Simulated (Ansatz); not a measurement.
# BeCd3S2: the cost of one run

Computed with Ansatz 0.2.0 (DFT PBE, scalar-relativistic, plane waves, PAW, unless a step's input says otherwise).

1 further run of the same task is left out (set aside as unsound or not needed).

**1. The structure to begin with**

Symmetry: P-4m2, No. 115, tetragonal system. Conventional cell: a = 3.645 Å, b = 3.645 Å, c = 8.174 Å, α = 90.00°, β = 90.00°, γ = 90.00°. Be (site symmetry -4m2) has 4 Cd at 2.58 Å and 4 S at 2.83 Å in its first shell of neighbours. Cd (site symmetry 2mm) has 5 S at 2.76 to 2.85 Å in its first shell of neighbours. Cd (site symmetry -4m2) has 4 Be at 2.58 Å and 4 S at 2.83 Å in its first shell of neighbours. S (site symmetry 2mm) is surrounded by 7 Cd at 2.76 to 2.85 Å and 2 Be at 2.83 Å.

Structure file:

```cif
data_structure
_symmetry_space_group_name_H-M 'P 1'
_symmetry_Int_Tables_number 1
_cell_length_a 3.6446
_cell_length_b 3.6446
_cell_length_c 8.1742
_cell_angle_alpha 90.000
_cell_angle_beta 90.000
_cell_angle_gamma 90.000
_cell_volume 108.58
loop_
_atom_site_label
_atom_site_type_symbol
_atom_site_fract_x
_atom_site_fract_y
_atom_site_fract_z
_atom_site_occupancy
Be1 Be 0.50000 0.50000 0.00000 1
Cd1 Cd 0.50000 0.00000 0.38616 1
Cd2 Cd 0.00000 0.50000 0.61384 1
Cd3 Cd 0.00000 0.00000 0.00000 1
S1 S 0.50000 0.00000 0.73448 1
S2 S 0.00000 0.50000 0.26552 1
```

A structure generator made this guess: species swapped into a database cell of Hf2SiAs3 (P-4m2, No. 115), with S on the Hf sites, Be on the Si sites and Cd on the As sites. Its size is a rough estimate.

**2. The guess as it stands, on a coarse mesh**

File input.yaml:

```yaml
crystal:
  lattice:
    - [3.64457404, 0.0, 0.0]
    - [0.0, 3.64457404, 0.0]
    - [0.0, 0.0, 8.17424203]
  atoms:
    - { symbol: Be, position: [0.5, 0.5, 0.0] }
    - { symbol: Cd, position: [0.5, 0.0, 0.38616329] }
    - { symbol: Cd, position: [0.0, 0.5, 0.61383671] }
    - { symbol: Cd, position: [0.0, 0.0, 0.0] }
    - { symbol: S, position: [0.5, 0.0, 0.73447907] }
    - { symbol: S, position: [0.0, 0.5, 0.26552093] }
basis:
  ecutwfc: 420
kpoints:
  mp_grid: { grid: [6, 6, 2] }
hamiltonian:
  xc: pbe
scf:
  occupations: { method: gaussian, width: 0.1 }
  lower_state_search: "off"
output:
  forces: true
  stress: true
  eigenvalues: true
```

Started as:

```bash
$ ansatz run input.yaml --threads 1 --pin off --max-ram 2560MiB --backend cpu --events-out ev --progress --plain --runs-dir out
```

What time and memory should one allow on 1 thread of Arm Neoverse V1, shared host?

About 9 s, with a peak of 0.34 GiB.
